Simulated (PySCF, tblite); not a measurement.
# C5H11ClO: a rotation path, then NMR shifts on frames, part 1 of 2

How do NMR shifts of C5H11ClO (`CO[C@H](C)CCCl`) change as the atoms move?

The runs use tblite 0.8.0 and PySCF 2.14.0, with density-fitted response routines of our own; the level of theory stands in each step. All values are computed, except where a source is named. Atoms are numbered from 0 throughout.

## (1) The starting structure

18 atoms, charge 0, multiplicity 1; geometry from: GFN2-xTB.

Bonds of the start (Å): C0–O1 1.40, O1–C2 1.42, C2–C3 1.53, C2–C4 1.53, C4–C5 1.52, C5–Cl6 1.78, C0–H7 1.09, C0–H8 1.10, C0–H9 1.10, C2–H10 1.10, C3–H11 1.09, C3–H12 1.09, C3–H13 1.09, C4–H14 1.09, C4–H15 1.09, C5–H16 1.09, C5–H17 1.09.

## (2) A band between two rotamers with GFN2-xTB

The job: settings as JSON, then the geometry in Å.

```
{"job": {"kind": "neb", "xc": "GFN2-xTB", "basis": "xTB", "atoms": [1, 2, 4, 5], "turn": 120}, "charge": 0, "multiplicity": 1}
C     -1.156998     1.925919    -0.311034
O     -0.845468     0.737341     0.366634
C     -0.039059    -0.173295    -0.363984
C     -0.853918    -0.977999    -1.378281
C      0.613941    -1.101932     0.666067
C      1.534402    -0.348541     1.610220
Cl     2.972613     0.263403     0.748488
H     -1.674146     2.559794     0.407506
H     -0.248583     2.434683    -0.658060
H     -1.813524     1.752086    -1.171214
H      0.748369     0.385339    -0.895442
H     -0.210684    -1.684120    -1.895508
H     -1.305843    -0.320440    -2.116312
H     -1.644301    -1.521794    -0.867040
H     -0.177794    -1.560640     1.261420
H      1.166871    -1.885833     0.148052
H      1.902274    -0.994414     2.406874
H      1.023087     0.516760     2.029955
```

Level: GFN2-xTB climbing-image nudged elastic band, gas phase.

Started as:

```sh
$ OMP_NUM_THREADS=1 python probes_run.py task.json out
```

One launch serves the whole session: the jobs run in the order shown.

Standard output:

```text
image   E - E0 / eV
  0      -0.0000
  1       0.0261
  2       0.0911
  3       0.1690
  4       0.2131
  5       0.2012
  6       0.1736
  7       0.1627
  8       0.1438
```

Run time: 3.7 s. Hardware: 1 thread of Arm Neoverse V1, shared host; peak memory 0.18 GiB.

The final band, with the dihedral O1–C2–C4–C5:

| image | dihedral (°) | energy (eV) | energy (kcal/mol) |
| --- | --- | --- | --- |
| 0 | -63 | 0.000 | 0.0 |
| 1 | -48 | 0.026 | 0.6 |
| 2 | -31 | 0.091 | 2.1 |
| 3 | -13 | 0.169 | 3.9 |
| 4 | 7 | 0.213 | 4.9 |
| 5 | 26 | 0.201 | 4.6 |
| 6 | 46 | 0.174 | 4.0 |
| 7 | 63 | 0.163 | 3.8 |
| 8 | 78 | 0.144 | 3.3 |

## (3) Shielding tensors: image 0, PBE0/pcSseg-1

The job: settings as JSON, then the geometry in Å.

```
{"job": {"kind": "nmr", "xc": "PBE0", "basis": "pcSseg-1", "pop": false}, "charge": 0, "multiplicity": 1}
C     -1.157000     1.925900    -0.311000
O     -0.845500     0.737300     0.366600
C     -0.039100    -0.173300    -0.364000
C     -0.853900    -0.978000    -1.378300
C      0.613900    -1.101900     0.666100
C      1.534400    -0.348500     1.610200
Cl     2.972600     0.263400     0.748500
H     -1.674100     2.559800     0.407500
H     -0.248600     2.434700    -0.658100
H     -1.813500     1.752100    -1.171200
H      0.748400     0.385300    -0.895400
H     -0.210700    -1.684100    -1.895500
H     -1.305800    -0.320400    -2.116300
H     -1.644300    -1.521800    -0.867000
H     -0.177800    -1.560600     1.261400
H      1.166900    -1.885800     0.148100
H      1.902300    -0.994400     2.406900
H      1.023100     0.516800     2.030000
```

Method: GIAO PBE0/pcSseg-1 NMR shielding, non-relativistic, gas phase.

Standard output:

```text
coarse grid: 14960 points
cycle   1  E = -731.9223182818  dE =  6.254e-01  |g| = 5.779e-01  |ddm| = 3.525e+00
cycle   2  E = -731.8728118463  dE =  4.951e-02  |g| = 7.939e-01  |ddm| = 1.214e+00
cycle   3  E = -731.9902529849  dE = -1.174e-01  |g| = 9.528e-02  |ddm| = 7.741e-01
cycle   4  E = -731.9918517352  dE = -1.599e-03  |g| = 3.157e-02  |ddm| = 9.075e-02
cycle   5  E = -731.9920588800  dE = -2.071e-04  |g| = 6.227e-03  |ddm| = 2.718e-02
cycle   6  E = -731.9920668902  dE = -8.010e-06  |g| = 2.078e-03  |ddm| = 6.622e-03
final grid: 138088 points
cycle   7  E = -732.0452092543  dE = -3.913e-05  |g| = 1.165e-02  |ddm| = 2.491e-02
cycle   8  E = -732.0451884323  dE =  2.082e-05  |g| = 1.585e-02  |ddm| = 1.771e-02
cycle   9  E = -732.0452359737  dE = -4.754e-05  |g| = 1.606e-03  |ddm| = 1.053e-02
cycle  10  E = -732.0452364733  dE = -4.996e-07  |g| = 2.530e-04  |ddm| = 1.592e-03
cycle  11  E = -732.0452364863  dE = -1.299e-08  |g| = 6.474e-05  |ddm| = 3.062e-04
cycle  12  E = -732.0452364872  dE = -8.583e-10  |g| = 2.371e-05  |ddm| = 8.821e-05
converged SCF energy = -732.0452364872

GIAO shielding tensors (ppm)
atom      isotropic    diamagn.    paramagn.     s11        s22        s33       span
  0 C      127.885     244.056    -116.171     91.301    108.395    183.960     92.660
  1 O      297.465     398.763    -101.298    260.129    278.749    353.518     93.389
  2 C      111.298     246.037    -134.739     86.032     89.719    158.143     72.111
  3 C      167.737     247.681     -79.944    147.293    167.237    188.681     41.387
  4 C      141.636     248.622    -106.985    132.898    136.331    155.680     22.783
  5 C      139.458     245.700    -106.243    107.855    137.115    173.403     65.548
  6 Cl     879.131    1146.661    -267.530    701.179    852.004   1084.209    383.030
  7 H       27.825      28.695      -0.870     23.782     25.037     34.656     10.874
  8 H       28.549      29.707      -1.159     24.134     26.886     34.626     10.492
  9 H       28.022      29.654      -1.632     23.441     26.041     34.585     11.144
 10 H       28.069      32.524      -4.455     24.702     27.652     31.853      7.151
 11 H       31.016      30.131       0.884     26.551     29.030     37.466     10.916
 12 H       29.878      30.394      -0.516     24.818     28.847     35.969     11.151
 13 H       30.901      30.387       0.514     27.277     28.654     36.770      9.493
 14 H       30.063      31.699      -1.636     25.857     29.320     35.012      9.154
 15 H       30.253      31.280      -1.027     25.378     30.639     34.743      9.364
 16 H       28.147      28.125       0.022     21.366     27.682     35.393     14.027
 17 H       27.695      29.715      -2.021     22.882     27.324     32.879      9.997
```

Run time: 21 s. Hardware: 1 thread of Arm Neoverse V1, shared host; peak memory 0.83 GiB.

Shifts follow as δ = σ(reference) − σ, with reference shieldings (ppm) from runs at the same level and on the same kind of geometry: 1H TMS 31.72, 13C TMS 186.9, 17O H2O 336.1, 35Cl HCl 950. The references are single molecules in the gas phase, so shifts against H2O, NH3, PH3, H3PO4 or CFCl3 are not on the usual liquid scales and can be off by tens of ppm. Each atom is listed at this fixed geometry, with no averaging over motion; a spectrum would average atoms that exchange fast.

```csv
atoms,environment,σ (ppm),δ (ppm)
C2,sp3 CH bonded to O,111.3,75.6
C0,methyl carbon bonded to O,127.9,59.0
C5,sp3 CH2 bonded to Cl,139.5,47.5
C4,sp3 CH2,141.6,45.3
C3,methyl carbon,167.7,19.2
H17,hydrogen on an sp3 CH2 bonded to Cl,27.69,4.02
H7,hydrogen on a methyl carbon bonded to O,27.82,3.89
H9,hydrogen on a methyl carbon bonded to O,28.02,3.69
H10,hydrogen on an sp3 CH bonded to O,28.07,3.65
H16,hydrogen on an sp3 CH2 bonded to Cl,28.15,3.57
H8,hydrogen on a methyl carbon bonded to O,28.55,3.17
H12,hydrogen on a methyl carbon,29.88,1.84
H14,hydrogen on an sp3 CH2,30.06,1.65
H15,hydrogen on an sp3 CH2,30.25,1.46
H13,hydrogen on a methyl carbon,30.90,0.82
H11,hydrogen on a methyl carbon,31.02,0.70
O1,ether oxygen,297.5,38.6
Cl6,chlorine bonded to C,879,71
```

## (4) Shielding tensors: image 2, PBE0/pcSseg-1

The job: settings as JSON, then the geometry in Å.

```
{"job": {"kind": "nmr", "xc": "PBE0", "basis": "pcSseg-1", "pop": false}, "charge": 0, "multiplicity": 1}
C     -0.952500     1.982900    -0.393400
O     -0.649000     0.813100     0.319600
C     -0.010900    -0.191300    -0.448700
C     -1.026700    -1.030900    -1.225500
C      0.800900    -1.106500     0.489700
C      1.347900    -0.386100     1.708600
Cl     2.547600     0.844100     1.243800
H     -1.243600     2.728300     0.344200
H     -0.077200     2.347500    -0.945600
H     -1.777400     1.834200    -1.099500
H      0.681900     0.295700    -1.153800
H     -0.520800    -1.824500    -1.767900
H     -1.578200    -0.418300    -1.934000
H     -1.732300    -1.472300    -0.524900
H      0.161400    -1.915300     0.849000
H      1.619500    -1.544100    -0.083100
H      1.852300    -1.084200     2.377200
H      0.548400     0.134000     2.232900
```

With the program's defaults for keys left out, this is: GIAO PBE0/pcSseg-1 NMR shielding, non-relativistic, gas phase.

Standard output:

```text
coarse grid: 14960 points
cycle   1  E = -731.9189647171  dE =  6.331e-01  |g| = 5.778e-01  |ddm| = 3.533e+00
cycle   2  E = -731.8689064096  dE =  5.006e-02  |g| = 7.959e-01  |ddm| = 1.264e+00
cycle   3  E = -731.9872098501  dE = -1.183e-01  |g| = 9.498e-02  |ddm| = 8.112e-01
cycle   4  E = -731.9887875962  dE = -1.578e-03  |g| = 3.198e-02  |ddm| = 9.181e-02
cycle   5  E = -731.9890004404  dE = -2.128e-04  |g| = 6.210e-03  |ddm| = 2.750e-02
cycle   6  E = -731.9890083908  dE = -7.950e-06  |g| = 2.095e-03  |ddm| = 6.614e-03
final grid: 138088 points
cycle   7  E = -732.0418848424  dE = -4.203e-05  |g| = 1.147e-02  |ddm| = 2.683e-02
cycle   8  E = -732.0418652831  dE =  1.956e-05  |g| = 1.551e-02  |ddm| = 1.736e-02
cycle   9  E = -732.0419109099  dE = -4.563e-05  |g| = 1.579e-03  |ddm| = 1.045e-02
cycle  10  E = -732.0419113935  dE = -4.836e-07  |g| = 2.545e-04  |ddm| = 1.618e-03
cycle  11  E = -732.0419114067  dE = -1.319e-08  |g| = 6.432e-05  |ddm| = 3.103e-04
cycle  12  E = -732.0419114076  dE = -8.404e-10  |g| = 2.377e-05  |ddm| = 8.800e-05
converged SCF energy = -732.0419114076

GIAO shielding tensors (ppm)
atom      isotropic    diamagn.    paramagn.     s11        s22        s33       span
  0 C      126.590     243.648    -117.058     88.197    107.517    184.056     95.860
  1 O      301.587     398.840     -97.253    265.949    294.312    344.500     78.550
  2 C      110.960     244.701    -133.741     84.916     87.557    160.408     75.492
  3 C      166.024     248.201     -82.177    147.316    163.588    187.167     39.851
  4 C      142.615     249.370    -106.755    121.561    143.913    162.371     40.810
  5 C      140.749     245.656    -104.906    112.060    134.618    175.570     63.510
  6 Cl     881.987    1146.864    -264.877    721.866    833.781   1090.315    368.448
  7 H       27.757      28.692      -0.935     23.711     24.951     34.609     10.898
  8 H       28.585      29.548      -0.963     24.150     27.105     34.500     10.350
  9 H       27.994      29.521      -1.527     23.332     25.863     34.788     11.456
 10 H       28.281      32.588      -4.306     25.880     28.726     30.238      4.357
 11 H       30.860      30.065       0.795     26.515     28.716     37.349     10.834
 12 H       29.946      30.382      -0.436     24.862     28.733     36.243     11.380
 13 H       30.999      30.729       0.270     27.446     29.009     36.541      9.095
 14 H       30.280      31.950      -1.670     25.010     30.209     35.621     10.611
 15 H       29.808      31.004      -1.196     25.773     29.311     34.340      8.567
 16 H       28.273      28.132       0.141     21.513     27.705     35.600     14.087
 17 H       27.544      29.912      -2.368     23.497     26.709     32.425      8.928
```

Run time: 21 s. Hardware: 1 thread of Arm Neoverse V1, shared host; peak memory 0.85 GiB.

In short: δ C2 76.0, C0 60.3, C5 46.2, C4 44.3, H17 4.17, H7 3.96 ppm.

(Continued in part 2 of 2.)
